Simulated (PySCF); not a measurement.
**MoF₃: one geometry, several methods and rigid scans**

Aim: at the PBE0 minimum of broken-symmetry (Ms = 1/2) MoF₃, found before, compare methods on energies and levels. Rigid scans about the minimum follow.

Program: PySCF 2.14.0. Level of theory: several methods, basis Mo def2-TZVP with ECP28, F def2-TZVP, scalar-relativistic core potentials, no spin–orbit coupling, density fitting. These are calculated values, not measurements.

## Step 1: The starting structure

4 atoms, charge 0, spin multiplicity 2.

Bond lengths: Mo1–F2 1.834 Å, Mo1–F3 1.842 Å, Mo1–F4 1.842 Å. Angles: F2–Mo1–F3 122.1°, F2–Mo1–F4 122.1°, F3–Mo1–F4 115.7°.

Z-matrix (Å, degrees; charge 0 multiplicity 2):
```
Mo
F  1 1.8338
F  1 1.8422 2 122.11
F  1 1.8422 2 122.11 3 176.33
```

## Step 2: PBE0

One driver script runs all steps and calls PySCF; scf.py shows the equivalent input of each level. Each SCF starts from the density of the minimum. The driver also runs the species with one electron less or more at the same geometry (cation multiplicity 3, anion multiplicity 3); their logs are not shown.

Input file scf.py:

```python
from pyscf import gto, scf, dft
mol = gto.M(atom='''
Mo     0.015699    -0.000007     0.008818
F      1.849161    -0.000872    -0.024748
F     -0.963536     1.560097    -0.023244
F     -0.965007    -1.559188    -0.023211''',
    basis={'Mo': 'def2-TZVP', 'F': 'def2-TZVP'},
    ecp={'Mo': 'def2-TZVP'},
    charge=0, spin=1)
mf = dft.UKS(mol, xc='PBE0')
mf.grids.atom_grid = (75, 302)
aux = {'Mo': 'def2-universal-JKFIT', 'F': 'def2-universal-JKFIT'}
mf = mf.density_fit(auxbasis=aux)
mf.kernel()
```

## Step 3: HF

scf.py, as its differences from that of step 2:

```diff
@@ -10,2 +10 @@
-mf = dft.UKS(mol, xc='PBE0')
-mf.grids.atom_grid = (75, 302)
+mf = scf.UHF(mol)
```

## Step 4: MP2

scf.py, as its differences from that of step 3:

```diff
@@ -13,0 +14,2 @@
+from pyscf.mp import dfump2
+dfump2.DFUMP2(mf, frozen=3).kernel()  # the driver gives MP2 a fitting basis of its own (RI)
```

## Step 5: PBE

scf.py, as its differences from that of step 4:

```diff
@@ -10 +10,2 @@
-mf = scf.UHF(mol)
+mf = dft.UKS(mol, xc='PBE')
+mf.grids.atom_grid = (75, 302)
@@ -14,2 +14,0 @@
-from pyscf.mp import dfump2
-dfump2.DFUMP2(mf, frozen=3).kernel()  # the driver gives MP2 a fitting basis of its own (RI)
```

## Step 6: r2SCAN

scf.py, as its differences from that of step 5:

```diff
@@ -10,2 +10,2 @@
-mf = dft.UKS(mol, xc='PBE')
-mf.grids.atom_grid = (75, 302)
+mf = dft.UKS(mol, xc='R2SCAN')
+mf.grids.atom_grid = (90, 434)
```

## Step 7: B3LYP

scf.py, as its differences from that of step 6:

```diff
@@ -10,2 +10,2 @@
-mf = dft.UKS(mol, xc='R2SCAN')
-mf.grids.atom_grid = (90, 434)
+mf = dft.UKS(mol, xc='B3LYP')
+mf.grids.atom_grid = (75, 302)
```

## Step 8: TPSSh

scf.py, as its differences from that of step 7:

```diff
@@ -10,2 +10,2 @@
-mf = dft.UKS(mol, xc='B3LYP')
-mf.grids.atom_grid = (75, 302)
+mf = dft.UKS(mol, xc='TPSSH')
+mf.grids.atom_grid = (90, 434)
```

## Step 9: LDA

scf.py, as its differences from that of step 8:

```diff
@@ -10,2 +10,2 @@
-mf = dft.UKS(mol, xc='TPSSH')
-mf.grids.atom_grid = (90, 434)
+mf = dft.UKS(mol, xc='LDA,VWN')
+mf.grids.atom_grid = (75, 302)
```

## Step 10: HSE06

scf.py, as its differences from that of step 9:

```diff
@@ -10 +10 @@
-mf = dft.UKS(mol, xc='LDA,VWN')
+mf = dft.UKS(mol, xc='HSE06')
```

## Step 12: Breathing scan

A rigid scan with PBE0: all bonds to the central atom are scaled together. Each point starts from its neighbour's orbitals, and energies count from the minimum.

(Steps that only read results are left out.)

Before running it: what results should come out? Wanted: atomisation energy, range; vertical ionisation energy, range; vertical electron affinity, range; gap, range; all bonds 4 % longer.

**Answer**, as computed:

| quantity | value |
| --- | --- |
| atomisation energy, range | 783 (HF) to 1791 (LDA) kJ/mol |
| vertical ionisation energy, range | 8.61 (MP2) to 9.41 (HF) eV |
| vertical electron affinity, range | 0.54 (HF) to 1.70 (LDA) eV |
| gap, range | 0.39 (LDA) to 10.94 (HF) eV |
| all bonds 4 % longer | 21.5 kJ/mol |

The atomisation energy spreads over 1008 kJ/mol, from HF to LDA; without a CCSD(T) value for it there is no yardstick here. Spin contamination is strong in at least one of the open-shell species at PBE0, HF, MP2, PBE, r2SCAN, B3LYP, TPSSh, LDA, HSE06. Without diffuse functions electron affinities tend to come out too low. Shortening all bonds by 4 % costs 27.6 kJ/mol and lengthening them 21.5: the wall is steeper on the short side. The determinant is spin-contaminated (⟨S²⟩ = 1.66, pure value 0.75). Other spin states or occupations of the open shell can lie lower.
